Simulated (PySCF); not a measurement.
# SiBr: bond curves at several levels of theory

An exercise on one series of results from a longer session: the logs are not shown, and one member is left open.

Method: Si def2-TZVPPD, Br def2-TZVPPD, no relativity; program: PySCF 2.14.0.

The first run:

Settings of the job:

```json
{"atoms": "Si, Br", "charge": "0", "basis": "Si def2-TZVPPD, Br def2-TZVPPD", "Hamiltonian": "no relativity", "basis functions": "105", "electrons treated": "49", "masses in u": "27.9769, 78.9183", "levels": "PBE0, PBE, r²SCAN, BHandHLYP, r²SCANh, M06, TPSS, LDA, ωB97M-V, HF, MP2, SCS-MP2, CCSD, CCSD(T)", "grid": "80 radial by 434 angular points", "occupations": "held fixed by the projection of orbital angular momentum", "dissociation limit": "Si + Br, each in its ground configuration", "starting distance in angstrom": "2.230", "values of 2S to try": "1, 3"}
```

On the command line:

```bash
$ OMP_NUM_THREADS=2 python dia.py task.json out
```

Steps of the session up to this table: Input; PBE0 along the bond; Higher solutions at PBE0; PBE (GGA); r²SCAN (meta-GGA); BHandHLYP (global hybrid GGA); r²SCANh; M06; TPSS (meta-GGA); LDA (local density); ωB97M-V; UHF (mean field); MP2 and coupled cluster.

One table of the session follows, with a row left open; its other results are not shown here.

Energy (eV) from each level's lowest point:

```
R (Å)    UHF  UHF-MP2  UHF-SCS-MP2  UHF-CCSD  UHF-CCSD(T)
1.925  1.129    1.005        1.039       n/a          n/a
2.015  0.513    0.429        0.453     0.454        0.461
2.105  0.171    0.124        0.138     0.138        0.142
2.172  0.045    0.022        0.029     0.029        0.031
2.239  0.000    0.000        0.000     0.000        0.000
2.306      ?        ?            ?         ?            ?
2.396  0.110    0.156        0.141     0.142        0.137
2.508  0.303    0.377        0.351     0.355        0.346
2.642  0.601    0.703        0.665     0.671        0.658
2.821  1.046    1.181        1.129       n/a          n/a
```

Estimate the missing values for R (Å) = 2.306.

Worked estimate for «UHF». A straight line through the neighbours (2.239, 0.000) and (2.396, 0.110) gives 0.000 + (0.110 − 0.000) × (2.306 − 2.239) / (2.396 − 2.239) = 0.047; a parabola fitted to 4 rows on both sides gives 0.022.

**Answer.** UHF: 0.017; UHF-MP2: 0.038; UHF-SCS-MP2: 0.031; UHF-CCSD: 0.032; UHF-CCSD(T): 0.030. In «UHF» the line misses by +0.030 and the parabola by +0.005.
